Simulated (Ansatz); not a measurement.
# C3H9NZn: a ladder of functionals and wavefunction methods

The task here is to estimate one member of a computed series from the others.

Computed with Ansatz 0.2.0, Gaussian basis. Level: functionals in def2-TZVPP, the program's frozen cores in correlated methods.

Plan: LDA (SPW92), PBE-D4, revPBE-D4, BLYP-D4, r2SCAN-D4, B97M-V, PBE0-D4, B3LYP-D4, r2SCANh-D4, r2SCAN0-D4, HSE06-D4, BHLYP-D4, CAM-B3LYP-D4, LC-ωPBE, ωB97X-V, ωB97M-V, B2PLYP, PBE-QIDH; CCSD(T)/def2-SVP; CCSD(T)/def2-TZVPP; MP2/def2-QZVPP; extrapolation to the limit; RPA on PBE.

**The relaxed structure**

All runs share one geometry, relaxed beforehand with PBE0-D4 in a triple-zeta def2 set.

SMILES `[CH3][Zn][N](C)C`, 14 atoms, charge 0, spin multiplicity 1.

Atoms are counted from 1 here; the program's logs count them from 0.

Bond lengths: C1–Zn2 1.927 Å, C1–H6 1.092 Å, C1–H7 1.092 Å, C1–H8 1.093 Å, Zn2–N3 1.819 Å, N3–C4 1.436 Å, N3–C5 1.436 Å, C4–H9 1.103 Å, C4–H10 1.094 Å, C4–H11 1.103 Å, C5–H12 1.103 Å, C5–H13 1.103 Å, C5–H14 1.094 Å. Angles: Zn2–C1–H6 110.8°, Zn2–C1–H7 111.1°, Zn2–C1–H8 110.5°, H6–C1–H7 108.3°, H6–C1–H8 107.9°, H7–C1–H8 108.1°, C1–Zn2–N3 179.9°, Zn2–N3–C4 124.0°, Zn2–N3–C5 123.8°, C4–N3–C5 112.2°, N3–C4–H9 112.1°, N3–C4–H10 111.5°, N3–C4–H11 112.1°, H9–C4–H10 107.2°, H9–C4–H11 106.6°, H10–C4–H11 107.1°, N3–C5–H12 112.1°, N3–C5–H13 112.1° and more.

The first run:

in.yaml

```yaml
crystal:
  periodic: [false, false, false]
  atoms:
    - {symbol: C, position_ang: [-1.422960, 2.348958, 1.253610]}
    - {symbol: Zn, position_ang: [-0.516010, 0.848931, 0.453905]}
    - {symbol: N, position_ang: [0.343390, -0.564596, -0.301967]}
    - {symbol: C, position_ang: [0.273718, -0.893294, -1.697957]}
    - {symbol: C, position_ang: [1.165881, -1.485443, 0.431081]}
    - {symbol: H, position_ang: [-0.755002, 2.893746, 1.924584]}
    - {symbol: H, position_ang: [-2.293271, 2.022574, 1.826756]}
    - {symbol: H, position_ang: [-1.765063, 3.044014, 0.483099]}
    - {symbol: H, position_ang: [-0.148874, -1.898236, -1.866876]}
    - {symbol: H, position_ang: [-0.353060, -0.183606, -2.245494]}
    - {symbol: H, position_ang: [1.268055, -0.884826, -2.175653]}
    - {symbol: H, position_ang: [0.787577, -2.519846, 0.368272]}
    - {symbol: H, position_ang: [2.202669, -1.505200, 0.054703]}
    - {symbol: H, position_ang: [1.212949, -1.223166, 1.491916]}
basis:
  gaussian: {orbitals: def2-TZVPP}
hamiltonian: {xc: lda}
output: {orbitals: {seedname: orbitals}}
```

Run with:

```console
ansatz run in.yaml --threads 2 --pin off --events-out ev --progress --plain --max-ram 32768MiB --backend cpu
```

Among the steps run: LDA; PBE-D4 (GGA); revPBE-D4 (GGA); BLYP-D4 (GGA); r2SCAN-D4 (meta-GGA); B97M-V (meta-GGA); B3LYP-D4 (hybrid); r2SCANh-D4 (hybrid); r2SCAN0-D4 (hybrid); HSE06-D4 (hybrid); BHLYP-D4 (hybrid); CAM-B3LYP-D4 (range-separated); LC-ωPBE (range-separated); ωB97X-V (range-separated); ωB97M-V (range-separated); B2PLYP (double hybrid); PBE-QIDH (double hybrid).

One table of the session follows, with a row left open; its other results are not shown here.

It belongs to the step «Orbital energies across the functionals». 

| functional | HOMO (eV) | gap (eV) |
| --- | --- | --- |
| LDA (SPW92) | -4.47 | 3.59 |
| PBE-D4 | -4.33 | 3.62 |
| revPBE-D4 | -4.26 | 3.63 |
| BLYP-D4 | -4.23 | 3.56 |
| r2SCAN-D4 | -4.52 | 4.20 |
| B97M-V | -4.62 | 3.90 |
| PBE0-D4 | -5.53 | 5.58 |
| B3LYP-D4 | -5.35 | 5.11 |
| r2SCANh-D4 | -4.97 | 4.92 |
| r2SCAN0-D4 | -5.67 | 5.98 |
| HSE06-D4 | -5.13 | 4.82 |
| BHLYP-D4 | -6.70 | 7.33 |
| CAM-B3LYP-D4 | ? | ? |
| LC-ωPBE | -8.21 | 10.18 |
| ωB97X-V | -7.89 | 9.66 |
| ωB97M-V | -7.83 | 9.15 |

**Question.** Estimate the row for CAM-B3LYP-D4.

As computed: HOMO (eV): -6.90; gap (eV): 7.72. In the column «HOMO (eV)» it lies between ωB97M-V (-7.83) and BHLYP-D4 (-6.70).
